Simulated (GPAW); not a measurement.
Crystal: NiMoIrPdW.

```
Ni Mo Pd Ir W
1.0
     2.76616    0.00000    0.00000
    -1.38308    2.39557    0.00000
     0.00000    0.00000   11.02292
Ni Mo Pd Ir W
1 1 1 1 1
Direct
  0.33333 0.66667 0.59712
  0.00000 0.00000 0.41074
  0.66666 0.33334 0.79520
  0.66666 0.33334 0.19960
  0.33333 0.66667 0.99734
```

The cell was built by a generator and needn't be a form met in nature.

Base run:

```yaml
Program: GPAW 26.7.0
Functional: AM05
Potentials_or_basis: PAW data sets generated in the run's folder for this functional
Cutoff: 600 eV
Basis: pw
k_mesh: 8 × 8 × 2
Occupations: fermi-dirac, width 0.05 eV
Spin: collinear spin, ferromagnetic start
Starting_moments: "[1.0, 1.0, 0.0, 0.6, 0.0] μB"
```

Its results: pressure -10.4 GPa; net moment 0.00 μB per cell; largest force 0.141 eV/Å.

After a change of settings the same cell gave: pressure -8.9 GPa; net moment 0.00 μB per cell; largest force 0.099 eV/Å. Which change was it?
A. functional from AM05 to PW91
B. functional from AM05 to PBE; potentials or basis from PAW data sets generated in the run's folder for this functional to GPAW PAW data sets (gpaw-data 1.2.1)
C. functional from AM05 to PBEsol
D. functional from AM05 to r2SCAN; potentials or basis from PAW data sets generated in the run's folder for this functional to GPAW PAW data sets (gpaw-data 1.2.1)

C.

Caveats: the stock nickel data set gives pressures a few GPa off other programs.

Not every run made on this cell is shown here.
